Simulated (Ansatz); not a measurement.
# CH3BFNO (SMILES NC1(F)BO1), step by step

We compute energy and gradient (singlet CH3BFNO, HF/def2-SV(P)), then energy and forces (singlet CH3BFNO, HF/def2-SV(P)), then energy and forces (singlet CH3BFNO, HF/def2-SVP), then energy and gradient (singlet CH3BFNO, HF/def2-SVP), then energy and gradient (singlet CH3BFNO, HF/def2-TZVP), then energy and gradient (singlet CH3BFNO, HF/def2-TZVP), then energy and forces (singlet CH3BFNO, HF/def2-TZVPP) of CH3BFNO. 

The calculation is run with Ansatz 0.2.0.

**1. Starting point**

CH3BFNO: 8 atoms, total charge 0, spin state singlet. SMILES: `NC1(F)BO1`. The coordinates come from a PBE0-D4/def2-TZVP relaxation. This is one conformer, not always the lowest.

Bond lengths: N1–C2 1.387 Å, C2–F3 1.372 Å, C2–B4 1.510 Å, C2–O5 1.462 Å, B4–O5 1.335 Å, N1–H6 1.009 Å, N1–H7 1.013 Å, B4–H8 1.182 Å. Some angles: N1–C2–F3 113.8°, N1–C2–B4 127.1°, N1–C2–O5 115.3°, F3–C2–B4 118.6°, F3–C2–O5 108.3°, B4–C2–O5 53.3°, C2–B4–O5 61.5°, C2–O5–B4 65.2°, C2–N1–H6 112.2°, C2–N1–H7 112.6°.

**2. Energy and forces at HF/def2-SV(P) (run 1)**

Input file molecule.yaml:

```yaml
crystal:
  periodic: [false, false, false]
  atoms:
    - {symbol: "N", position_ang: [-0.431000, 1.148400, 0.184600]}
    - {symbol: C, position_ang: [0.054100, -0.061200, -0.289600]}
    - {symbol: F, position_ang: [0.122100, -0.132700, -1.658300]}
    - {symbol: B, position_ang: [0.337600, -1.307200, 0.515100]}
    - {symbol: O, position_ang: [1.346900, -0.473000, 0.255300]}
    - {symbol: H, position_ang: [-1.439500, 1.170100, 0.211400]}
    - {symbol: H, position_ang: [-0.075300, 1.941600, -0.336200]}
    - {symbol: H, position_ang: [0.177200, -2.343100, 1.061900]}
basis:
  gaussian:
    orbitals: def2-SV_P_.json
hamiltonian:
  xc: hf
output: {forces: true, orbitals: {seedname: orbitals}}
```

The basis set def2-SV(P) is read from a file made from the Basis Set Exchange's data (not shown).

Started as:

```
$ ansatz run molecule.yaml --threads 1 --pin off --max-ram 2610MiB --events-out events.jsonl --progress --plain --runs-dir runs
```

Log:

```text
Warning: RAYON_NUM_THREADS=1 ignored (pool sized by the plan → 1); use --threads N
Functional definition: HF
  name "HF"
  exchange = exact_x
  correlation = 0
784 factors; integrals over basis functions are off by at most 1.3e-3 eV
mean field evaluation 1: about -7963.4217 eV, gradient 4.0e1 eV
mean field evaluation 2: about -7963.5522 eV, gradient 4.0e1 eV
mean field evaluation 4: about -7967.1191 eV, gradient 4.3e0 eV
mean field evaluation 8: about -7967.1816 eV, gradient 3.3e-1 eV
mean field -7967.18214189 eV, -292.7885433644 hartree, gradient 1.8e-5 eV, S^2 0.000000; 0 other end points of the search recorded, 0 dependent functions left out
the calculation of the forces begins
reference -7967.18214189 eV, -292.7885433644 hartree; 19, 19 occupied and 57, 57 virtual orbitals, 784 factors
Total energy: -7967.18214189 eV, -292.7885433644 hartree
Atom 0 at    -0.431000     1.148400     0.184600 Å, force    -0.238065     0.208190    -0.248490 eV/Å
Atom 1 at     0.054100    -0.061200    -0.289600 Å, force     1.210154    -0.286062    -0.591862 eV/Å
Atom 2 at     0.122100    -0.132700    -1.658300 Å, force    -0.156063     0.097832     1.009412 eV/Å
Atom 3 at     0.337600    -1.307200     0.515100 Å, force     0.864103     0.576937    -0.215383 eV/Å
Atom 4 at     1.346900    -0.473000     0.255300 Å, force    -1.725150    -0.182960    -0.254514 eV/Å
Atom 5 at    -1.439500     1.170100     0.211400 Å, force     0.257433     0.053381    -0.026347 eV/Å
Atom 6 at    -0.075300     1.941600    -0.336200 Å, force    -0.094727    -0.226957     0.191488 eV/Å
Atom 7 at     0.177200    -2.343100     1.061900 Å, force    -0.117684    -0.240361     0.135696 eV/Å
Dipole moment:    -0.488725     0.036968     0.138271 e Å
```

Run time: 0.52 s. Hardware: 1 thread of AMD EPYC 9R45 (Zen 5), shared host; peak memory 0.14 GiB.

**3. The distorted shape: energy and forces at HF/def2-SV(P) (run 2)**

Input file input.yaml:

```yaml
crystal:
  periodic: [false, false, false]
  atoms:
    - {symbol: "N", position_ang: [-0.424199, 1.141249, 0.047703]}
    - {symbol: C, position_ang: [0.060901, -0.068351, -0.426497]}
    - {symbol: F, position_ang: [0.122100, -0.132700, -1.658300]}
    - {symbol: B, position_ang: [0.344401, -1.314351, 0.378203]}
    - {symbol: O, position_ang: [1.353701, -0.480151, 0.118403]}
    - {symbol: H, position_ang: [-1.432699, 1.162949, 0.074503]}
    - {symbol: H, position_ang: [-0.068499, 1.934449, -0.473097]}
    - {symbol: H, position_ang: [0.184001, -2.350251, 0.925003]}
basis:
  gaussian: {orbitals: def2-SV_P_.json}
hamiltonian: {xc: hf}
output: {forces: true}
```

The basis set def2-SV(P) is read from a file made from the Basis Set Exchange's data (not shown).

Started as:

```
$ ansatz run input.yaml --threads 1 --pin off --max-ram 2610MiB --events-out events.jsonl --progress --plain --runs-dir runs
```

Log, cut to the lines that bear on the results:

```text
Warning: RAYON_NUM_THREADS=1 ignored (pool sized by the plan → 1); use --threads N
[... 2 set-up lines as earlier in the session ...]
[...]
785 factors; integrals over basis functions are off by at most 1.1e-3 eV
[...]
mean field -7966.86774331 eV, -292.7769894298 hartree, gradient 1.4e-5 eV, S^2 0.000000; 0 other end points of the search recorded, 0 dependent functions left out
[...]
reference -7966.86774331 eV, -292.7769894298 hartree; 19, 19 occupied and 57, 57 virtual orbitals, 785 factors
Total energy: -7966.86774331 eV, -292.7769894298 hartree
Atom 0 at    -0.424199     1.141249     0.047703 Å, force    -0.396220     0.612348     0.424069 eV/Å
Atom 1 at     0.060901    -0.068351    -0.426497 Å, force     0.638673    -0.183780     5.506051 eV/Å
Atom 2 at     0.122100    -0.132700    -1.658300 Å, force     0.064214    -0.267342    -6.647765 eV/Å
Atom 3 at     0.344401    -1.314351     0.378203 Å, force     0.830076     0.687169     0.171602 eV/Å
Atom 4 at     1.353701    -0.480151     0.118403 Å, force    -1.225423    -0.380323     0.261566 eV/Å
Atom 5 at    -1.432699     1.162949     0.074503 Å, force     0.268900     0.066181     0.001629 eV/Å
Atom 6 at    -0.068499     1.934449    -0.473097 Å, force    -0.103368    -0.242710     0.149388 eV/Å
Atom 7 at     0.184001    -2.350251     0.925003 Å, force    -0.076850    -0.291543     0.133460 eV/Å
Dipole moment:    -0.497869     0.034159    -0.031583 e Å
```

It took 0.52 s on 1 thread of AMD EPYC 9R45 (Zen 5), shared host; peak memory 0.14 GiB.

**4. Energy and gradient at HF/def2-SVP (run 3)**

Input file in.yaml:

```yaml
crystal:
  periodic: [false, false, false]
  atoms:
    - symbol: "N"
      position_ang: [-0.431000, 1.148400, 0.184600]
    - symbol: C
      position_ang: [0.054100, -0.061200, -0.289600]
    - symbol: F
      position_ang: [0.122100, -0.132700, -1.658300]
    - symbol: B
      position_ang: [0.337600, -1.307200, 0.515100]
    - symbol: O
      position_ang: [1.346900, -0.473000, 0.255300]
    - symbol: H
      position_ang: [-1.439500, 1.170100, 0.211400]
    - symbol: H
      position_ang: [-0.075300, 1.941600, -0.336200]
    - symbol: H
      position_ang: [0.177200, -2.343100, 1.061900]
basis:
  gaussian:
    orbitals: def2-SVP
total_charge: 0
hamiltonian:
  xc: hf
output:
  forces: true
  orbitals: {seedname: orbitals}
```

Started as:

```
$ ansatz run in.yaml --threads 1 --pin off --max-ram 2610MiB --events-out events.jsonl --progress --plain --runs-dir runs
```

Log, cut to the lines that bear on the results:

```text
Warning: RAYON_NUM_THREADS=1 ignored (pool sized by the plan → 1); use --threads N
[... 2 set-up lines as earlier in the session ...]
[...]
845 factors; integrals over basis functions are off by at most 1.3e-3 eV
[...]
mean field -7967.60942838 eV, -292.8042458534 hartree, gradient 1.9e-5 eV, S^2 0.000000; 0 other end points of the search recorded, 0 dependent functions left out
[...]
reference -7967.60942838 eV, -292.8042458534 hartree; 19, 19 occupied and 66, 66 virtual orbitals, 845 factors
Total energy: -7967.60942838 eV, -292.8042458534 hartree
Atom 0 at    -0.431000     1.148400     0.184600 Å, force    -0.216988     0.198832    -0.268368 eV/Å
Atom 1 at     0.054100    -0.061200    -0.289600 Å, force     1.132950    -0.176685    -0.560572 eV/Å
Atom 2 at     0.122100    -0.132700    -1.658300 Å, force    -0.153949     0.094023     1.008985 eV/Å
Atom 3 at     0.337600    -1.307200     0.515100 Å, force     0.850745     0.360821    -0.110289 eV/Å
Atom 4 at     1.346900    -0.473000     0.255300 Å, force    -1.716067    -0.178706    -0.248879 eV/Å
Atom 5 at    -1.439500     1.170100     0.211400 Å, force     0.347751     0.040846    -0.056414 eV/Å
Atom 6 at    -0.075300     1.941600    -0.336200 Å, force    -0.145589    -0.312522     0.215051 eV/Å
Atom 7 at     0.177200    -2.343100     1.061900 Å, force    -0.098853    -0.026608     0.020488 eV/Å
Dipole moment:    -0.486888     0.042080     0.152083 e Å
```

Run time: 0.6 s. Hardware: 1 thread of AMD EPYC 9R45 (Zen 5), shared host; peak memory 0.15 GiB.

**5. The distorted shape: energy and gradient at HF/def2-SVP (run 4)**

Input file input.yaml:

```yaml
crystal:
  periodic: [false, false, false]
  atoms:
    - symbol: "N"
      position_ang: [-0.424199, 1.141249, 0.047703]
    - symbol: C
      position_ang: [0.060901, -0.068351, -0.426497]
    - symbol: F
      position_ang: [0.122100, -0.132700, -1.658300]
    - symbol: B
      position_ang: [0.344401, -1.314351, 0.378203]
    - symbol: O
      position_ang: [1.353701, -0.480151, 0.118403]
    - symbol: H
      position_ang: [-1.432699, 1.162949, 0.074503]
    - symbol: H
      position_ang: [-0.068499, 1.934449, -0.473097]
    - symbol: H
      position_ang: [0.184001, -2.350251, 0.925003]
basis:
  gaussian:
    orbitals: def2-SVP
hamiltonian:
  xc: hf
output: {forces: true}
```

Started as:

```
$ ansatz run input.yaml --threads 1 --pin off --max-ram 2610MiB --events-out events.jsonl --progress --plain --runs-dir runs
```

Log, cut to the lines that bear on the results:

```text
Warning: RAYON_NUM_THREADS=1 ignored (pool sized by the plan → 1); use --threads N
[... 2 set-up lines as earlier in the session ...]
[...]
845 factors; integrals over basis functions are off by at most 1.3e-3 eV
[...]
mean field -7967.29525469 eV, -292.7927001832 hartree, gradient 1.5e-5 eV, S^2 0.000000; 0 other end points of the search recorded, 0 dependent functions left out
[...]
reference -7967.29525469 eV, -292.7927001832 hartree; 19, 19 occupied and 66, 66 virtual orbitals, 845 factors
Total energy: -7967.29525469 eV, -292.7927001832 hartree
Atom 0 at    -0.424199     1.141249     0.047703 Å, force    -0.377484     0.601613     0.400800 eV/Å
Atom 1 at     0.060901    -0.068351    -0.426497 Å, force     0.563342    -0.072613     5.532297 eV/Å
Atom 2 at     0.122100    -0.132700    -1.658300 Å, force     0.065259    -0.273305    -6.642539 eV/Å
Atom 3 at     0.344401    -1.314351     0.378203 Å, force     0.816107     0.471617     0.275394 eV/Å
Atom 4 at     1.353701    -0.480151     0.118403 Å, force    -1.215249    -0.376335     0.267713 eV/Å
Atom 5 at    -1.432699     1.162949     0.074503 Å, force     0.361510     0.055589    -0.028458 eV/Å
Atom 6 at    -0.068499     1.934449    -0.473097 Å, force    -0.155623    -0.327592     0.175845 eV/Å
Atom 7 at     0.184001    -2.350251     0.925003 Å, force    -0.057863    -0.078973     0.018947 eV/Å
Dipole moment:    -0.495838     0.039515    -0.017101 e Å
```

It took 0.6 s on 1 thread of AMD EPYC 9R45 (Zen 5), shared host; peak memory 0.15 GiB.

**6. Energy and gradient at HF/def2-TZVP (run 5)**

Input file input.yaml:

```yaml
crystal:
  periodic: [false, false, false]
  atoms:
    - {symbol: N, position_ang: [-0.431000, 1.148400, 0.184600]}
    - {symbol: C, position_ang: [0.054100, -0.061200, -0.289600]}
    - {symbol: F, position_ang: [0.122100, -0.132700, -1.658300]}
    - {symbol: B, position_ang: [0.337600, -1.307200, 0.515100]}
    - {symbol: O, position_ang: [1.346900, -0.473000, 0.255300]}
    - {symbol: H, position_ang: [-1.439500, 1.170100, 0.211400]}
    - {symbol: H, position_ang: [-0.075300, 1.941600, -0.336200]}
    - {symbol: H, position_ang: [0.177200, -2.343100, 1.061900]}
basis:
  gaussian:
    orbitals: def2-TZVP
output: {forces: true, orbitals: {seedname: orbitals}}
total_charge: 0
hamiltonian:
  xc: hf
```

Started as:

```
$ ansatz run input.yaml --threads 1 --pin off --max-ram 2610MiB --events-out events.jsonl --progress --plain --runs-dir runs
```

Log, cut to the lines that bear on the results:

```text
Warning: RAYON_NUM_THREADS=1 ignored (pool sized by the plan → 1); use --threads N
[... 2 set-up lines as earlier in the session ...]
[...]
1151 factors; their error is unknown
[...]
mean field -7977.19184376 eV, -293.1563931233 hartree, gradient 1.3e-5 eV, S^2 0.000000; 0 other end points of the search recorded, 0 dependent functions left out
[...]
reference -7977.19184376 eV, -293.1563931233 hartree; 19, 19 occupied and 154, 154 virtual orbitals, 1151 factors
Total energy: -7977.19184376 eV, -293.1563931233 hartree
Atom 0 at    -0.431000     1.148400     0.184600 Å, force    -0.375891     0.501082    -0.379152 eV/Å
Atom 1 at     0.054100    -0.061200    -0.289600 Å, force     0.956464    -0.414015    -0.467002 eV/Å
Atom 2 at     0.122100    -0.132700    -1.658300 Å, force    -0.123239     0.108521     0.994124 eV/Å
Atom 3 at     0.337600    -1.307200     0.515100 Å, force     0.667260     0.270004    -0.094986 eV/Å
Atom 4 at     1.346900    -0.473000     0.255300 Å, force    -1.456751    -0.152069    -0.224639 eV/Å
Atom 5 at    -1.439500     1.170100     0.211400 Å, force     0.609182    -0.000700    -0.069151 eV/Å
Atom 6 at    -0.075300     1.941600    -0.336200 Å, force    -0.226417    -0.506656     0.341260 eV/Å
Atom 7 at     0.177200    -2.343100     1.061900 Å, force    -0.050609     0.193834    -0.100455 eV/Å
Dipole moment:    -0.463807     0.023700     0.157384 e Å
```

Run time: 1.9 s. Hardware: 1 thread of AMD EPYC 9R45 (Zen 5), shared host; peak memory 0.35 GiB.

**7. The distorted shape: energy and forces at HF/def2-TZVP (run 6)**

Input file job.yaml:

```yaml
crystal:
  periodic: [false, false, false]
  atoms:
    - {symbol: "N", position_ang: [-0.424199, 1.141249, 0.047703]}
    - {symbol: C, position_ang: [0.060901, -0.068351, -0.426497]}
    - {symbol: F, position_ang: [0.122100, -0.132700, -1.658300]}
    - {symbol: B, position_ang: [0.344401, -1.314351, 0.378203]}
    - {symbol: O, position_ang: [1.353701, -0.480151, 0.118403]}
    - {symbol: H, position_ang: [-1.432699, 1.162949, 0.074503]}
    - {symbol: H, position_ang: [-0.068499, 1.934449, -0.473097]}
    - {symbol: H, position_ang: [0.184001, -2.350251, 0.925003]}
basis:
  gaussian:
    orbitals: def2-TZVP
hamiltonian:
  xc: hf
output: {forces: true}
```

Started as:

```
$ ansatz run job.yaml --threads 1 --pin off --max-ram 2610MiB --events-out events.jsonl --progress --plain --runs-dir runs
```

Log, cut to the lines that bear on the results:

```text
Warning: RAYON_NUM_THREADS=1 ignored (pool sized by the plan → 1); use --threads N
[... 2 set-up lines as earlier in the session ...]
[...]
1151 factors; their error is unknown
[...]
mean field -7976.89077499 eV, -293.1453290501 hartree, gradient 1.5e-5 eV, S^2 0.000000; 0 other end points of the search recorded, 0 dependent functions left out
[...]
reference -7976.89077499 eV, -293.1453290501 hartree; 19, 19 occupied and 154, 154 virtual orbitals, 1151 factors
Total energy: -7976.89077499 eV, -293.1453290501 hartree
Atom 0 at    -0.424199     1.141249     0.047703 Å, force    -0.540963     0.901485     0.292126 eV/Å
Atom 1 at     0.060901    -0.068351    -0.426497 Å, force     0.386780    -0.313797     5.352211 eV/Å
Atom 2 at     0.122100    -0.132700    -1.658300 Å, force     0.093477    -0.247956    -6.401634 eV/Å
Atom 3 at     0.344401    -1.314351     0.378203 Å, force     0.632674     0.370820     0.304227 eV/Å
Atom 4 at     1.353701    -0.480151     0.118403 Å, force    -0.947246    -0.354224     0.289052 eV/Å
Atom 5 at    -1.432699     1.162949     0.074503 Å, force     0.620306     0.017332    -0.037738 eV/Å
Atom 6 at    -0.068499     1.934449    -0.473097 Å, force    -0.236154    -0.513464     0.303292 eV/Å
Atom 7 at     0.184001    -2.350251     0.925003 Å, force    -0.008875     0.139805    -0.101537 eV/Å
Dipole moment:    -0.474187     0.020205    -0.009564 e Å
```

Run time: 1.8 s. Hardware: 1 thread of AMD EPYC 9R45 (Zen 5), shared host; peak memory 0.35 GiB.

**8. Energy and forces at HF/def2-TZVPP (run 7)**

Input file input.yaml:

```yaml
crystal:
  periodic: [false, false, false]
  atoms:
    - symbol: "N"
      position_ang: [-0.431000, 1.148400, 0.184600]
    - symbol: C
      position_ang: [0.054100, -0.061200, -0.289600]
    - symbol: F
      position_ang: [0.122100, -0.132700, -1.658300]
    - symbol: B
      position_ang: [0.337600, -1.307200, 0.515100]
    - symbol: O
      position_ang: [1.346900, -0.473000, 0.255300]
    - symbol: H
      position_ang: [-1.439500, 1.170100, 0.211400]
    - symbol: H
      position_ang: [-0.075300, 1.941600, -0.336200]
    - symbol: H
      position_ang: [0.177200, -2.343100, 1.061900]
basis:
  gaussian: {orbitals: def2-TZVPP}
magnetization: {spin_polarized: false, initial_magnetization: 0}
hamiltonian: {xc: hf}
output: {forces: true, orbitals: {seedname: orbitals}}
```

Started as:

```
$ ansatz run input.yaml --threads 1 --pin off --max-ram 2610MiB --events-out events.jsonl --progress --plain --runs-dir runs
```

Log, cut to the lines that bear on the results:

```text
Warning: RAYON_NUM_THREADS=1 ignored (pool sized by the plan → 1); use --threads N
[... 2 set-up lines as earlier in the session ...]
[...]
1196 factors; their error is unknown
[...]
mean field -7977.24592392 eV, -293.1583805324 hartree, gradient 1.3e-5 eV, S^2 0.000000; 0 other end points of the search recorded, 0 dependent functions left out
[...]
reference -7977.24592392 eV, -293.1583805324 hartree; 19, 19 occupied and 178, 178 virtual orbitals, 1196 factors
Total energy: -7977.24592392 eV, -293.1583805324 hartree
Atom 0 at    -0.431000     1.148400     0.184600 Å, force    -0.401498     0.540367    -0.399449 eV/Å
Atom 1 at     0.054100    -0.061200    -0.289600 Å, force     0.954760    -0.417257    -0.470677 eV/Å
Atom 2 at     0.122100    -0.132700    -1.658300 Å, force    -0.121538     0.106886     0.995440 eV/Å
Atom 3 at     0.337600    -1.307200     0.515100 Å, force     0.661863     0.252499    -0.088889 eV/Å
Atom 4 at     1.346900    -0.473000     0.255300 Å, force    -1.454162    -0.152250    -0.222211 eV/Å
Atom 5 at    -1.439500     1.170100     0.211400 Å, force     0.660826     0.004018    -0.072043 eV/Å
Atom 6 at    -0.075300     1.941600    -0.336200 Å, force    -0.253415    -0.544344     0.366562 eV/Å
Atom 7 at     0.177200    -2.343100     1.061900 Å, force    -0.046834     0.210082    -0.108733 eV/Å
Dipole moment:    -0.460638     0.021977     0.161934 e Å
```

Wall time 2.4 s (1 thread of AMD EPYC 9R45 (Zen 5), shared host); peak memory 0.42 GiB.

**9. Results**

```
                                                                        quantity          value
                                              run 1, HF/def2-SV(P): total energy  -292.78854 Eh
                                             run 1, HF/def2-SV(P): dipole moment         2.45 D
                                               run 1, HF/def2-SV(P): HOMO energy      -11.73 eV
                                               run 1, HF/def2-SV(P): LUMO energy        3.15 eV
                                             run 1, HF/def2-SV(P): HOMO–LUMO gap       14.89 eV
                                  run 1, HF/def2-SV(P): largest force on an atom     1.753 eV/Å
                                            distorted shape, run 2: total energy  -292.77699 Eh
                                           distorted shape, run 2: dipole moment         2.40 D
                                distorted shape, run 2: largest force on an atom     6.653 eV/Å
                                                run 3, HF/def2-SVP: total energy  -292.80425 Eh
                                               run 3, HF/def2-SVP: dipole moment         2.46 D
                                                 run 3, HF/def2-SVP: HOMO energy      -11.70 eV
                                                 run 3, HF/def2-SVP: LUMO energy        3.16 eV
                                               run 3, HF/def2-SVP: HOMO–LUMO gap       14.85 eV
                                    run 3, HF/def2-SVP: largest force on an atom     1.743 eV/Å
                                            distorted shape, run 4: total energy  -292.79270 Eh
                                           distorted shape, run 4: dipole moment         2.39 D
                                distorted shape, run 4: largest force on an atom     6.648 eV/Å
                                               run 5, HF/def2-TZVP: total energy  -293.15639 Eh
                                              run 5, HF/def2-TZVP: dipole moment         2.36 D
                                                run 5, HF/def2-TZVP: HOMO energy      -11.66 eV
                                                run 5, HF/def2-TZVP: LUMO energy        2.56 eV
                                              run 5, HF/def2-TZVP: HOMO–LUMO gap       14.22 eV
                                   run 5, HF/def2-TZVP: largest force on an atom     1.482 eV/Å
                                            distorted shape, run 6: total energy  -293.14533 Eh
                                           distorted shape, run 6: dipole moment         2.28 D
energy change with the C2–F3 bond shortened from 1.372 to 1.235 Å, HF/def2-SV(P)       0.314 eV
  energy change with the C2–F3 bond shortened from 1.372 to 1.235 Å, HF/def2-SVP       0.314 eV
 energy change with the C2–F3 bond shortened from 1.372 to 1.235 Å, HF/def2-TZVP       0.301 eV
```

In words: At HF/def2-SV(P): with the C2–F3 bond shortened from 1.372 to 1.235 Å the energy rises by 0.31 eV (30.3 kJ/mol). The first shape isn't relaxed at this level, so the change isn't measured from a minimum. The largest force (run 7, HF/def2-TZVPP) is 1.48 eV/Å: the shape isn't a stationary point for this species at this level. The largest force (run 5, HF/def2-TZVP) is 1.48 eV/Å: the shape isn't a stationary point for this species at this level. The largest force (run 3, HF/def2-SVP) is 1.74 eV/Å: the shape isn't a stationary point for this species at this level. The largest force (run 1, HF/def2-SV(P)) is 1.75 eV/Å: the shape isn't a stationary point for this species at this level. At HF/def2-SVP: with the C2–F3 bond shortened from 1.372 to 1.235 Å the energy rises by 0.31 eV (7.2 kcal/mol).
